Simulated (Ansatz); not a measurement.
**CH₃NSTe: up Jacob's ladder to CCSD(T)**

Aim: compute CH₃NSTe with functionals from several rungs and with coupled cluster, and see how far each lands from CCSD(T) at the basis-set limit for the atomisation energy.

Method: functionals in def2-TZVPP, the program's frozen cores in correlated methods; program: Ansatz 0.2.0, Gaussian basis.

Plan: LDA (SPW92), PBE-D4, revPBE-D4, BLYP-D4, r2SCAN-D4, B97M-V, PBE0-D4, B3LYP-D4, r2SCANh-D4, r2SCAN0-D4, HSE06-D4, BHLYP-D4, CAM-B3LYP-D4, LC-ωPBE, ωB97X-V, ωB97M-V, B2PLYP, PBE-QIDH; CCSD(T)/def2-SVP; CCSD(T)/def2-TZVPP; MP2/def2-QZVPP; extrapolation to the limit; RPA on PBE.

2 further runs of the same task are left out: 2 for a known fault of the program. Runs told in other sessions of the task aren't counted.

**1. Structure used throughout**

The geometry comes from an earlier relaxation with PBE0-D4 in a triple-zeta def2 set; it is a stationary point, not always the lowest conformer. Te takes the def2 core potential; no spin-orbit term is included.

SMILES `NC(=S)[TeH]`, 7 atoms, charge 0, spin multiplicity 1.

Atoms are counted from 1 here; the program's logs count them from 0.

Bond lengths: N1–C2 1.338 Å, N1–H5 1.008 Å, N1–H6 1.005 Å, C2–S3 1.629 Å, C2–Te4 2.140 Å, Te4–H7 1.649 Å. Angles: C2–N1–H5 118.2°, C2–N1–H6 123.2°, H5–N1–H6 118.7°, N1–C2–S3 124.2°, N1–C2–Te4 112.0°, S3–C2–Te4 123.8°, C2–Te4–H7 91.4°.

**2. LDA**

This LDA is Slater exchange with PW92 correlation.

in.yaml reads:

```yaml
crystal:
  periodic: [false, false, false]
  atoms:
    - {symbol: N, position_ang: [-0.562204, 0.830996, 0.689751]}
    - {symbol: C, position_ang: [0.051237, -0.250784, 0.194864]}
    - {symbol: S, position_ang: [0.365241, -1.597744, 1.055049]}
    - {symbol: Te, position_ang: [0.574195, -0.004695, -1.865108]}
    - {symbol: H, position_ang: [-0.849833, 0.814772, 1.655778]}
    - {symbol: H, position_ang: [-0.749945, 1.654509, 0.144438]}
    - {symbol: H, position_ang: [1.232708, -1.515155, -1.920372]}
basis:
  gaussian: {orbitals: def2-TZVPP}
hamiltonian: {xc: lda}
output: {orbitals: {seedname: orbitals}}
```

Launch:

```
ansatz run in.yaml --threads 2 --pin off --events-out ev --progress --plain --max-ram 4352MiB
```

After this run come: PBE-D4 (GGA); revPBE-D4 (GGA); BLYP-D4 (GGA); r2SCAN-D4 (meta-GGA); B97M-V (meta-GGA); PBE0-D4 (hybrid); B3LYP-D4 (hybrid); r2SCANh-D4 (hybrid); r2SCAN0-D4 (hybrid); HSE06-D4 (hybrid); BHLYP-D4 (hybrid); CAM-B3LYP-D4 (range-separated); LC-ωPBE (range-separated); ωB97X-V (range-separated); ωB97M-V (range-separated); B2PLYP (double hybrid); PBE-QIDH (double hybrid); CCSD(T) in def2-SVP; CCSD(T) in def2-TZVPP; MP2 in def2-QZVPP; RPA on PBE orbitals.

Before running them: what should the planned runs give, taken together? Wanted: atomisation energy, CCSD(T)/CBS; farthest beyond LDA; mean size of error, GGA; mean size of error, meta-GGA; mean size of error, hybrid; mean size of error, range-separated; mean size of error, double hybrid; gap, smallest and largest; T1 diagnostic.

As calculated:

| quantity | value |
| --- | --- |
| atomisation energy, CCSD(T)/CBS | 2260.3 kJ/mol |
| functionals within 22.6 kJ/mol (1.0 %) | r2SCAN-D4, B97M-V, PBE0-D4, B3LYP-D4, HSE06-D4, CAM-B3LYP-D4, ωB97X-V, ωB97M-V |
| farthest beyond LDA | BHLYP-D4 (-117.9 kJ/mol) |
| mean size of error, GGA | 62.6 kJ/mol |
| mean size of error, meta-GGA | 9.9 kJ/mol |
| mean size of error, hybrid | 41.8 kJ/mol |
| mean size of error, range-separated | 17.1 kJ/mol |
| mean size of error, double hybrid | 35.8 kJ/mol |
| gap, smallest and largest | 2.95 eV (BLYP-D4), 9.53 eV (LC-ωPBE) |
| T1 diagnostic | 0.0159 |
| triples share of the correlation energy | 3.9 % |

What this shows: The LDA atomisation energy is off by 458.8 kJ/mol (20 %): it overbinds. PBE-D4 misses by +110.3 kJ/mol. Double hybrids carry the basis error of their MP2 part in triple zeta, and no dispersion term here, so their miss is partly the set-up's. The rungs meta-GGA, range-separated miss on average by less than the doubt on the reference (22.6 kJ/mol), so they tie. The reference freezes the cores and leaves out spin-orbit coupling and excitations past (T), and its outer-core shells are covered unevenly, so misses under about 22.6 kJ/mol can't be ranked. All levels share the lack of spin-orbit coupling, which lowers the free heavy atoms and so the true binding. Hartree-Fock recovers 61 % of the binding; the rest is correlation. CCSD(T) in def2-SVP is off by -216.3 kJ/mol, so the small basis spoils what the method gains. The gap grows from 3.0 to 9.5 eV across the functionals, mostly with the share of exact exchange. Correlated methods include outer-core shells of Te, which these sets cover unevenly.
